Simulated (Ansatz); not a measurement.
ZnSn2N2 in Ansatz: convergence with n extra bands

Input of the first run (n extra bands 1); the others differ in this setting and in those tied to it:

File input.yaml:

```yaml
crystal:
  lattice:
    - [3.352326, 0.0, 0.0]
    - [0.0, 3.352326, 0.0]
    - [0.0, 0.0, 8.064209]
  atoms:
    - { symbol: Sn, position: [0.5, 0.5, 0.305827] }
    - { symbol: Sn, position: [0.5, 0.5, 0.694173] }
    - { symbol: Zn, position: [0.0, 0.0, 0.0] }
    - { symbol: "N", position: [0.0, 0.5, 0.85419] }
    - { symbol: "N", position: [0.5, 0.0, 0.14581] }
hamiltonian:
  xc: r2scan
  pseudopotentials: { kind: paw }
kpoints:
  mp_grid: { grid: [7, 7, 3] }
scf:
  occupations: { method: gaussian, width: 0.05 }
  n_extra_bands: 1
output:
  forces: true
  stress: true
  eigenvalues: true
```

Potentials or basis: Ansatz PAW.

Launch:

```console
$ ansatz run input.yaml --threads 2 --pin off --max-ram 5632MiB --backend cpu --events-out ev --progress --plain --runs-dir out
```

The cell comes from a database or a generator and needn't be the stable form of this composition.

Hardware: 2 threads of Arm Neoverse V2, on a shared host.

| n extra bands | energy less the tightest run, at zero smearing (meV/atom) | SCF cycles | CPU time (s) | peak memory (GiB) |
| --- | --- | --- | --- | --- |
| 1 | 0.00 | 9 | 14 | 0.48 |
| 2 | 0.00 | 9 | 13 | 0.48 |
| 4 | 0.00 | 9 | 13 | 0.48 |
| 8 | 0.00 | 9 | 14 | 0.49 |
| 16 | 0.00 | 9 | 16 | 0.49 |
| 32 | 0.00 | 9 | 20 | 0.52 |

Against the tightest run, the energy stays within 1 meV/atom from 1 on. The tightest run that finished is the yardstick and may itself not be fully converged.
